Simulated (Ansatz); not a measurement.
Working through a rigid scan of one bond length of C₃H₆Se, SMILES C=C(C)[SeH]

Computed with Ansatz 0.2.0 through its Python package.

Run as a notebook:

In [1]:
```python
import ansatz as az
import matplotlib.pyplot as plt
import numpy as np
```

In [2]:
```python
BASIS = "def2-SVP"
FUNCTIONAL = "pbe"
DISPERSION = "d4"
```

In [3]:
```python
GEOMETRY = """
C    -1.04910    0.81950   -0.23660
C    -0.09470   -0.01460   -0.31430
C     0.23110   -0.85580    0.85860
Se    0.98740   -0.17690   -1.94950
H    -1.34930    1.46840   -1.12620
H    -1.67700    0.99580    0.66160
H    -0.57680   -1.48620    1.16350
H     0.58450   -0.19110    1.72160
H     1.12510   -1.50280    0.67340
H     1.90180    0.89240   -1.44920
"""
```

In [4]:
```python
geometry = az.Crystal.molecule()
for line in GEOMETRY.strip().splitlines():
    symbol, *xyz = line.split()
    geometry = geometry.atom(symbol, [float(v) for v in xyz])
```

In [5]:
```python
symbols = [site.symbol for site in geometry.cartesian_sites]
start = np.array([site.position_ang for site in geometry.cartesian_sites])
axis = (start[5] - start[0]) / np.linalg.norm(start[5] - start[0])
moving = [5]
lengths, energies = [0.977, 1.021, 1.066, 1.11, 1.154, 1.199, 1.243, 1.31], []
for length in lengths:
    xyz = start.copy()
    xyz[moving] += (length - np.linalg.norm(start[5] - start[0])) * axis
    point = az.Crystal.molecule()
    for symbol, place in zip(symbols, xyz):
        point = point.atom(symbol, place.tolist())
    model = point.calculation().basis(gaussian=BASIS).functional(FUNCTIONAL, dispersion=DISPERSION)
    r = model.run(threads=1, backend="cpu").report
    energies.append(r["free_energy_ev"])
    print(f"r = {length:6.3f} A  E = {energies[-1]:.5f} eV  <S^2> = {abs(r['mean_field']['state']['spin_squared']):.3f}")
```
```text
r =  0.977 A  E = -68532.54866 eV  <S^2> = 0.000
r =  1.021 A  E = -68532.75701 eV  <S^2> = 0.000
r =  1.066 A  E = -68532.86504 eV  <S^2> = 0.000
r =  1.110 A  E = -68532.89060 eV  <S^2> = 0.000
r =  1.154 A  E = -68532.85487 eV  <S^2> = 0.000
r =  1.199 A  E = -68532.76966 eV  <S^2> = 0.000
r =  1.243 A  E = -68532.65023 eV  <S^2> = 0.000
r =  1.310 A  E = -68532.41971 eV  <S^2> = 0.000
```

In [6]:
```python
# quartic fit about the minimum
fit = np.polynomial.Polynomial.fit(lengths, np.array(energies) - min(energies), 4).convert()
roots = [r.real for r in fit.deriv().roots() if abs(r.imag) < 1e-9 and fit.deriv(2)(r.real) > 0]
r_e = min(roots, key=lambda r: abs(r - lengths[int(np.argmin(energies))]))
print(f"minimum of the fit at {r_e:.4f} A, force constant {fit.deriv(2)(r_e):.2f} eV/A^2")
plt.figure(figsize=(4.5, 3))
plt.plot(lengths, np.array(energies) - min(energies), "o-")
plt.xlabel("bond length (A)")
plt.ylabel("E - E(min) (eV)")
plt.tight_layout()
plt.savefig("scan.png", dpi=100)
```
```text
minimum of the fit at 1.1044 A, force constant 32.77 eV/A^2
```

Caveats:
- Total energies depend on the basis set; only differences at equal settings carry meaning.
- The rest of the molecule is held rigid at a force-field or estimated start geometry, and the basis set is modest; single-reference methods fail as a bond breaks.
- The orbitals are restricted, so S² is zero by construction.
- Hardware and time: 21 s on 1 thread of Arm Neoverse V1, on a shared host, peak memory 0.24 GiB.
